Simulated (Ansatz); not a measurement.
# C₂H₅BFN: one species, many methods

The task here is to estimate one member of a computed series from the others.

Method: functionals in def2-TZVPP, the program's frozen cores in correlated methods; program: Ansatz 0.2.0, Gaussian basis.

The runs, in order: LDA (SPW92), PBE-D4, revPBE-D4, BLYP-D4, r2SCAN-D4, B97M-V, PBE0-D4, B3LYP-D4, r2SCANh-D4, r2SCAN0-D4, HSE06-D4, BHLYP-D4, CAM-B3LYP-D4, LC-ωPBE, ωB97X-V, ωB97M-V, B2PLYP, PBE-QIDH; CCSD(T)/def2-SVP; CCSD(T)/def2-TZVPP; MP2/def2-QZVPP; extrapolation to the limit; RPA on PBE.

**The relaxed structure**

An earlier PBE0-D4 in a triple-zeta def2 set relaxation fixed the geometry.

SMILES `B/C=C(/N)F`, 10 atoms, charge 0, spin multiplicity 1.

Atoms are counted from 1 here; the program's logs count them from 0.

Bond lengths: B1–C2 1.499 Å, B1–H6 1.197 Å, B1–H7 1.198 Å, C2–C3 1.357 Å, C2–H8 1.087 Å, C3–N4 1.342 Å, C3–F5 1.325 Å, N4–H9 1.003 Å, N4–H10 1.004 Å. Angles: C2–B1–H6 121.0°, C2–B1–H7 120.0°, H6–B1–H7 119.0°, B1–C2–C3 123.5°, B1–C2–H8 122.2°, C3–C2–H8 114.2°, C2–C3–N4 128.1°, C2–C3–F5 121.7°, N4–C3–F5 110.2°, C3–N4–H9 119.6°, C3–N4–H10 119.7°, H9–N4–H10 119.2°.

As a file:

```xyz
10
C2H5BFN
B    -1.6594    0.2694    0.8971
C    -0.5434   -0.4094    0.1616
C     0.6027    0.2170   -0.2050
N     1.6645   -0.3036   -0.8403
F     0.8135    1.4976    0.0624
H    -1.5844    1.4247    1.2017
H    -2.6461   -0.3457    1.1874
H    -0.5900   -1.4573   -0.1235
H     1.6228   -1.2439   -1.1854
H     2.4029    0.3000   -1.1529
```

Set-up of the first run:

The input, in.yaml:

```yaml
crystal:
  periodic: [false, false, false]
  atoms:
    - {symbol: B, position_ang: [-1.659379, 0.269407, 0.897084]}
    - {symbol: C, position_ang: [-0.543431, -0.409388, 0.161613]}
    - {symbol: C, position_ang: [0.602694, 0.217023, -0.205022]}
    - {symbol: N, position_ang: [1.664502, -0.303594, -0.840344]}
    - {symbol: F, position_ang: [0.813463, 1.497638, 0.062382]}
    - {symbol: H, position_ang: [-1.584365, 1.424745, 1.201733]}
    - {symbol: H, position_ang: [-2.646133, -0.345674, 1.187356]}
    - {symbol: H, position_ang: [-0.590023, -1.457343, -0.123536]}
    - {symbol: H, position_ang: [1.622805, -1.243946, -1.185379]}
    - {symbol: H, position_ang: [2.402867, 0.300032, -1.152887]}
basis:
  gaussian: {orbitals: def2-TZVPP}
hamiltonian: {xc: lda}
output: {orbitals: {seedname: orbitals}}
```

The run is started by

```console
> ansatz run in.yaml --threads 2 --pin off --events-out ev --progress --plain --max-ram 4352MiB
```

Steps of the session up to this table: LDA; PBE-D4 (GGA); revPBE-D4 (GGA); BLYP-D4 (GGA); r2SCAN-D4 (meta-GGA); B97M-V (meta-GGA); PBE0-D4 (hybrid); B3LYP-D4 (hybrid); r2SCANh-D4 (hybrid); r2SCAN0-D4 (hybrid); HSE06-D4 (hybrid); BHLYP-D4 (hybrid); CAM-B3LYP-D4 (range-separated); LC-ωPBE (range-separated); ωB97X-V (range-separated); ωB97M-V (range-separated); B2PLYP (double hybrid); PBE-QIDH (double hybrid).

One table of the session follows, with a row left open; its other results are not shown here.

It belongs to the step «Orbital energies across the functionals». 

| functional | HOMO (eV) | gap (eV) |
| --- | --- | --- |
| LDA (SPW92) | -6.03 | 3.84 |
| PBE-D4 | -5.82 | 3.89 |
| revPBE-D4 | -5.74 | 3.92 |
| BLYP-D4 | -5.65 | 3.87 |
| r2SCAN-D4 | -5.99 | 4.34 |
| B97M-V | -6.02 | 4.38 |
| PBE0-D4 | -6.87 | 5.85 |
| B3LYP-D4 | -6.66 | 5.43 |
| r2SCANh-D4 | -6.39 | 5.07 |
| r2SCAN0-D4 | -7.00 | 6.15 |
| HSE06-D4 | -6.47 | 5.08 |
| BHLYP-D4 | -7.79 | 7.78 |
| CAM-B3LYP-D4 | -8.13 | 8.15 |
| LC-ωPBE | ? | ? |
| ωB97X-V | -9.07 | 10.16 |
| ωB97M-V | -9.00 | 9.93 |

**Question.** Estimate the row for LC-ωPBE.

The run gave: HOMO (eV): -9.43; gap (eV): 10.55. In the column «HOMO (eV)» it is the lowest.
